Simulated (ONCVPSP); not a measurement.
# Pseudopotential generation for osmium: ONCV, PBEsol

Aim: build the potential from the settings below, then test how well it stands in for the atom: other configurations, scattering, ghost states and the plane-wave cutoff that it needs.

The numbers are computed with ONCVPSP 4.0.1.1 (patched build) (PBEsol, scalar-relativistic, spin-unpolarised reference atom).

### Step 1. Starting point

The settings as typed:

* element: osmium (Os, Z = 76)
* type: optimised norm-conserving Vanderbilt (ONCV)
* frozen core: [Kr] 4d10 4f14 5s2
* valence charge: 14
* reference configuration: 5p6 5d6 6s1 (charge +1)
* partial waves: 6s: rc 2.60 bohr, ncon 3, nbas 6, qcut 2.9 1/bohr, 1 projector; 5p: rc 1.25 bohr, ncon 3, nbas 7, qcut 5.2 1/bohr, 2 projectors, debl 2.6 Ha; 5d: rc 2.50 bohr, ncon 5, nbas 10, qcut 6.4 1/bohr, 2 projectors, debl 2.3 Ha
* local potential: polynomial inside 0.80 bohr (lpopt 5, dvloc0 -1 Ha)
* core correction: not asked for

An earlier all-electron run gives the scale for the radii.

All-electron outer shells of the reference configuration (PBEsol, scalar-relativistic, ld1.x):

| shell | level (eV) | outermost node (bohr) | outermost maximum (bohr) |
| --- | --- | --- | --- |
| 4f | -60.07 | – | 0.40 |
| 5p | -58.95 | 0.55 | 1.03 |
| 5d | -14.18 | 0.60 | 1.36 |
| 6s | -13.19 | 1.20 | 2.39 |
| 6p | -7.06 | 1.42 | 3.10 |

### Step 2. Generation

Os.dat reads:

```
# ATOM AND REFERENCE CONFIGURATION
# atsym  z   nc   nv     iexc    psfile
  Os 76.00   11    3  -116133      upf
#
#   n    l    f
    1    0    2.00
    2    0    2.00
    2    1    6.00
    3    0    2.00
    3    1    6.00
    3    2   10.00
    4    0    2.00
    4    1    6.00
    4    2   10.00
    4    3   14.00
    5    0    2.00
    5    1    6.00
    5    2    6.00
    6    0    1.00
#
# PSEUDOPOTENTIAL AND OPTIMIZATION
# lmax
    2
#
#   l,   rc,      ep,       ncon, nbas, qcut
    0    2.60    0.00    3    6    2.90
    1    1.25    0.00    3    7    5.20
    2    2.50    0.00    5   10    6.40
#
# LOCAL POTENTIAL
# lloc, lpopt,  rc(5),   dvloc0
    4    5    0.80   -1.00
#
# VANDERBILT-KLEINMAN-BYLANDER PROJECTORs
# l, nproj, debl
    0    1    1.60
    1    2    2.60
    2    2    2.30
#
# MODEL CORE CHARGE
# icmod, fcfact, rcfact
    0    0.00    0.00
#
# LOG DERIVATIVE ANALYSIS
# epsh1, epsh2, depsh
   -4.00    5.00    0.02
#
# OUTPUT GRID
# rlmax, drl
    6.00    0.01
#
# TEST CONFIGURATIONS
# ncnf
    4
# nvcnf
#   n    l    f
    3
    5    1    6.00
    5    2    6.00
    6    0    2.00
#
    3
    5    1    6.00
    5    2    6.00
    6    0    0.00
#
    3
    5    1    6.00
    5    2    5.00
    6    0    0.00
#
    4
    5    1    6.00
    5    2    5.00
    6    0    2.00
    6    1    1.00
#
```

Launch:

```bash
$ oncvpsp.x < Os.dat > Os.out
```

What does the calculation give? Wanted: cutoffs for 1 and 0.1 mHa per electron, occupied waves; bound ghosts; GHOST(+) flags; largest test error; largest phase difference near zero energy, channels read.

The runs gave:

| quantity | value |
| --- | --- |
| cutoffs for 1 and 0.1 mHa per electron, occupied waves | 97 Ha and 159 Ha |
| bound ghosts | s at -712.56 eV, s at -133.30 eV |
| GHOST(+) flags | p at 111 eV, d at 24 eV |
| largest test error (AE − PS) | -14 meV, for 5p6 5d6 6s0 |
| largest phase difference near zero energy, channels read | 0.014 rad |

What this shows: A bound ghost (s) makes it unfit for use: electrons can fall into a state that the atom doesn't have. The worst unpolarised test, 5p6 5d6 6s0, is off by 14 meV on 16.9 eV; by total energies transferability rates as good. Atomic tests can pass in spite of a ghost, since they solve only for the levels asked. The potential is very hard: the looser tolerance needs 97 Ha. At the looser tolerance the 5p wave is the slowest; 5d needs 14 Ha. Near zero energy the phases of the channels with partial waves agree within 0.014 rad. The pseudo curves have a pole with no partner nearby in the atom's: d at 0.87 Ha. At positive energy that is a spurious or a displaced resonance. The program also flags highly localised states, GHOST(+) (p, d). Note that the frozen 4f shell (-60 eV) lies hardly deeper than the valence 5p shell (-59 eV). All of this concerns the isolated atom, not yet a solid.
